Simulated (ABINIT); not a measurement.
TaAs:

```
Ta As
1.0
    -1.72181    1.72181    5.86794
     1.72181   -1.72181    5.86794
     1.72181    1.72181   -5.86794
Ta As
2 2
Direct
  0.49997 0.49997 0.00000
  0.24997 0.74997 0.50000
  0.08263 0.08263 0.00000
  0.83263 0.33263 0.50000
```

The cell is a database's computed one.

Base run:

```yaml
Program: ABINIT 10.8.3 (patched build)
Functional: BLYP
Potentials_or_basis: JTH PAW PBE v2.0
Cutoff: 626 eV
k_mesh: 9 × 9 × 9
Occupations: fermi-dirac, width 0.05 eV
Spin: no spin polarisation
```

Its results: band gap on the k mesh none (metal or under the smearing width); pressure 9.9 GPa; largest force 0.018 eV/Å.

Task: The run is repeated on the same cell with these changes: functional from BLYP to PBE. What comes out?

Result: Band gap on the k mesh 0.02 eV, indirect (least direct gap 0.05 eV); pressure 1.9 GPa; largest force 0.023 eV/Å.

PBE binds more tightly than BLYP, so the same cell stands under less pressure.

Caveats: the PAW data sets were made with another functional, which shifts forces and pressure a little (some runs); spin-orbit coupling is left out, which moves the levels of the heavy elements (some runs); an odd mesh through Γ misses points on the zone boundary, where band edges often lie (some runs).
